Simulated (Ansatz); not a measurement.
**Trisilylamine (Si3NH9): up Jacob's ladder to CCSD(T)**

Aim: compute trisilylamine (Si3NH9) with functionals from several rungs and with coupled cluster. The yardstick is the atomisation energy at the CCSD(T) limit.

Program: Ansatz 0.2.0, Gaussian basis. Level of theory: functionals in def2-TZVPP, the program's frozen cores in correlated methods. These are calculated values, not measurements.

The runs, in order: LDA (SPW92), PBE-D4, revPBE-D4, BLYP-D4, r2SCAN-D4, B97M-V, PBE0-D4, B3LYP-D4, r2SCANh-D4, r2SCAN0-D4, HSE06-D4, BHLYP-D4, CAM-B3LYP-D4, LC-ωPBE, ωB97X-V, ωB97M-V, B2PLYP, PBE-QIDH; CCSD(T)/def2-SVP; CCSD(T)/def2-TZVPP; MP2/def2-QZVPP; extrapolation to the limit; RPA on PBE.

## 1. Structure used throughout

An earlier PBE0-D4 in a triple-zeta def2 set relaxation fixed the geometry.

SMILES `[SiH3]N([SiH3])[SiH3]`, 13 atoms, charge 0, spin multiplicity 1.

Atoms are counted from 1 here; the program's logs count them from 0.

Bond lengths: Si1–N2 1.740 Å, Si1–H5 1.485 Å, Si1–H6 1.485 Å, Si1–H7 1.489 Å, N2–Si3 1.740 Å, N2–Si4 1.740 Å, Si3–H8 1.485 Å, Si3–H9 1.489 Å, Si3–H10 1.485 Å, Si4–H11 1.485 Å, Si4–H12 1.485 Å, Si4–H13 1.489 Å. Angles: N2–Si1–H5 108.9°, N2–Si1–H6 108.9°, N2–Si1–H7 112.2°, H5–Si1–H6 110.4°, H5–Si1–H7 108.2°, H6–Si1–H7 108.2°, Si1–N2–Si3 119.8°, Si1–N2–Si4 119.8°, Si3–N2–Si4 119.9°, N2–Si3–H8 108.9°, N2–Si3–H9 112.2°, N2–Si3–H10 108.9°, H8–Si3–H9 108.2°, H8–Si3–H10 110.4°, H9–Si3–H10 108.2°, N2–Si4–H11 108.9°, N2–Si4–H12 108.9°, N2–Si4–H13 112.2° and more.

## 2. LDA

This LDA is Slater exchange with PW92 correlation.

Contents of in.yaml:

```yaml
crystal:
  periodic: [false, false, false]
  atoms:
    - {symbol: Si, position_ang: [-0.529725, 1.425902, -0.832638]}
    - {symbol: N, position_ang: [-0.073912, -0.008430, 0.040225]}
    - {symbol: Si, position_ang: [0.779181, 0.134044, 1.549754]}
    - {symbol: Si, position_ang: [-0.260969, -1.569179, -0.705281]}
    - {symbol: H, position_ang: [-1.700745, 1.114165, -1.691059]}
    - {symbol: H, position_ang: [-0.870707, 2.494189, 0.140910]}
    - {symbol: H, position_ang: [0.567731, 1.925588, -1.706113]}
    - {symbol: H, position_ang: [0.527321, -1.083388, 2.361840]}
    - {symbol: H, position_ang: [2.249323, 0.267860, 1.354989]}
    - {symbol: H, position_ang: [0.294381, 1.342423, 2.264039]}
    - {symbol: H, position_ang: [-1.477626, -1.554057, -1.556650]}
    - {symbol: H, position_ang: [-0.386140, -2.597758, 0.358438]}
    - {symbol: H, position_ang: [0.902292, -1.926058, -1.563553]}
basis:
  gaussian: {orbitals: def2-TZVPP}
hamiltonian: {xc: lda}
output: {orbitals: {seedname: orbitals}}
```

Started as:

```console
$ ansatz run in.yaml --threads 4 --pin off --events-out ev --progress --plain --max-ram 10444MiB
```

The runs that follow: PBE-D4 (GGA); revPBE-D4 (GGA); BLYP-D4 (GGA); r2SCAN-D4 (meta-GGA); B97M-V (meta-GGA); PBE0-D4 (hybrid); B3LYP-D4 (hybrid); r2SCANh-D4 (hybrid); r2SCAN0-D4 (hybrid); HSE06-D4 (hybrid); BHLYP-D4 (hybrid); CAM-B3LYP-D4 (range-separated); LC-ωPBE (range-separated); ωB97X-V (range-separated); ωB97M-V (range-separated); B2PLYP (double hybrid); PBE-QIDH (double hybrid); CCSD(T) in def2-SVP; CCSD(T) in def2-TZVPP; MP2 in def2-QZVPP; RPA on PBE orbitals.

Q: Predict the results of all the runs planned. Wanted: atomisation energy, CCSD(T)/CBS; farthest beyond LDA; mean size of error, GGA; mean size of error, meta-GGA; mean size of error, hybrid; mean size of error, range-separated; mean size of error, double hybrid; gap, smallest and largest; T1 diagnostic.

As calculated:

```
                               quantity                                      value
        atomisation energy, CCSD(T)/CBS                              4046.2 kJ/mol
 functionals within 20.2 kJ/mol (0.5 %)    B97M-V, B3LYP-D4, CAM-B3LYP-D4, ωB97M-V
                    farthest beyond LDA                  revPBE-D4 (-123.2 kJ/mol)
                mean size of error, GGA                                82.4 kJ/mol
           mean size of error, meta-GGA                                20.2 kJ/mol
             mean size of error, hybrid                                51.9 kJ/mol
    mean size of error, range-separated                                29.6 kJ/mol
      mean size of error, double hybrid                                72.1 kJ/mol
              gap, smallest and largest  4.98 eV (LDA (SPW92)), 12.20 eV (LC-ωPBE)
                          T1 diagnostic                                     0.0114
triples share of the correlation energy                                      3.4 %
```

In words: LDA overbinds by 378.5 kJ/mol (9 %). PBE-D4 misses by -73.3 kJ/mol. Double hybrids carry the basis error of their MP2 part in triple zeta, and no dispersion term here, so their miss is partly the set-up's. By mean error the best rung here is meta-GGA (20.2 kJ/mol) and the worst beyond LDA is GGA (82.4 kJ/mol). The gap between the best rungs is small, so their order is not settled. The reference freezes the cores and leaves out relativity and excitations past (T), so misses under about 20.2 kJ/mol can't be ranked. Hartree-Fock recovers 75 % of the binding; the rest is correlation. CCSD(T) in def2-SVP is off by -302.9 kJ/mol, so the small basis spoils what the method gains. Orbital gaps span 5.0 to 12.2 eV; exact exchange widens them.
